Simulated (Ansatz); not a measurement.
# KCu3SnSe4, space group P-43m: a projected density of states

Computed with Ansatz 0.2.0 through its Python package.

Input file `kcu3snse4.extxyz`:
```text
9
Lattice="6.281752 0.0 0.0 0.0 6.281752 0.0 0.0 0.0 6.281752" Properties=species:S:1:pos:R:3 pbc="T T T"
K     3.14087600    3.14087600    3.14087600
Cu    0.00000000    3.14087600    0.00000000
Cu    0.00000000    0.00000000    3.14087600
Cu    3.14087600    0.00000000    0.00000000
Sn    0.00000000    0.00000000    0.00000000
Se    1.43702615    1.43702615    1.43702615
Se    4.84472585    4.84472585    1.43702615
Se    1.43702615    4.84472585    4.84472585
Se    4.84472585    1.43702615    4.84472585
```

Interactive session:
```pycon
>>> import ansatz as az
>>> import matplotlib.pyplot as plt
>>> import numpy as np
>>> FUNCTIONAL = "pbe"
>>> MESH = (4, 4, 4)
>>> N_EMPTY = 24
>>> cell = az.Crystal.from_extxyz("kcu3snse4.extxyz")
>>> [site.symbol for site in cell.resolved().sites]
['K', 'Cu', 'Cu', 'Cu', 'Sn', 'Se', 'Se', 'Se', 'Se']
>>> setup = (
...     cell.calculation()
...     .functional(FUNCTIONAL)
...     .kpoints(*MESH)
...     .occupations(az.OccupationsMethod.FIXED)
...     .scf(extra_bands=N_EMPTY)
...     .density_of_states(projected=True, energy_step=0.1)
... )
>>> history = []
>>> out = setup.session().plan().execute(on_event=lambda event: history.append(event["data"]["dr2_ev"]) if event["event"] == "scf_iter" else None)
DeckWarning: basis.ecutwfc = 420 eV, auto-derived from the records' recommended cutoffs: set by K (normal level)
>>> data = out.report
>>> data["mixing_algorithm"], data["preconditioner"], data["eigensolver"]
('MSR1', 'Resta', 'band_cg')
>>> print("density residual by iteration (eV):", " ".join(f"{value:.1e}" for value in history[:40]))
density residual by iteration (eV): 3.5e-02 1.6e-02 4.5e-03 3.4e-04 3.8e-05 4.1e-06 3.4e-07 7.4e-08
>>> dos = out.density_of_states()
>>> energy = np.asarray(dos.energies_ev) - dos.fermi_ev
>>> curves = {}
>>> for site in out.projected_density_of_states().sites:
...     for shell in site.shells:
...         weight = sum(np.sum(curve.g_bin_mean_per_ev, axis=0) for curve in shell.curves)
...         name = f"{site.species} {shell.label}"
...         curves[name] = curves.get(name, 0) + weight
...
>>> window = (energy > -8) & (energy < 4)
>>> fig, ax = plt.subplots(figsize=(5.5, 3.5))
>>> for name, g in curves.items():
...     if g[window].max() > 0.05:
...         ax.plot(energy[window], g[window], label=name, lw=1)
...         print(f"{name:8s} peak {g[window].max():7.3f} states/eV at {energy[window][g[window].argmax()]:6.2f} eV")
...
[<matplotlib.lines.Line2D object at 0x...>]
K 4S     peak   0.920 states/eV at   3.04 eV
[<matplotlib.lines.Line2D object at 0x...>]
K 3P     peak   0.101 states/eV at  -7.46 eV
[<matplotlib.lines.Line2D object at 0x...>]
Cu 4S    peak   2.575 states/eV at   3.84 eV
[<matplotlib.lines.Line2D object at 0x...>]
Cu 3D    peak  78.296 states/eV at  -1.26 eV
[<matplotlib.lines.Line2D object at 0x...>]
Sn 5S    peak   5.187 states/eV at  -7.46 eV
[<matplotlib.lines.Line2D object at 0x...>]
Sn 5P    peak   3.329 states/eV at   3.94 eV
[<matplotlib.lines.Line2D object at 0x...>]
Sn 4D    peak   0.062 states/eV at  -2.66 eV
[<matplotlib.lines.Line2D object at 0x...>]
Se 4S    peak   2.527 states/eV at  -7.46 eV
[<matplotlib.lines.Line2D object at 0x...>]
Se 4P    peak  34.064 states/eV at  -2.66 eV
>>> ax.set(xlabel="E - E_F (eV)", ylabel="states/eV")
[Text(0.5, 0, 'E - E_F (eV)'), Text(0, 0.5, 'states/eV')]
>>> ax.legend(fontsize=7)
<matplotlib.legend.Legend object at 0x...>
>>> fig.tight_layout()
>>> fig.savefig("pdos.png", dpi=100)
```

Caveats:
- The run is spin-unpolarised.
- Spin-orbit coupling, left out here, can change this gap by several tenths of an eV, and inverted bands can meet off the mesh.
- Under fixed occupations the level called the Fermi level is the highest filled one on the SCF mesh; off the mesh a filled band can lie a little above it.
- The empty d shell of the heavier alkali and alkaline-earth atoms, which makes much of a conduction band, may have no channel.
- Peaks are the largest values inside the energy window taken; deeper bands lie outside it.
- The crystal has a gap of about 0.72 eV on the mesh; bins of finite width blur the band edges.
- The structure comes from a database of computed cells and needn't be a stable or known phase.
- Warnings are shown shortened and without file and line.
- Curves are summed over the cell's atoms. Only shells that the potentials hold have channels, so projections don't add up to the total, least of all where a shell is missing (p of most metals); heights and places of peaks move with the mesh.
- The density of states is complete only as far up as bands were computed.
- The whole script took 28 s on 1 thread of Arm Neoverse V1, with other jobs on the host, peak memory 0.59 GiB.
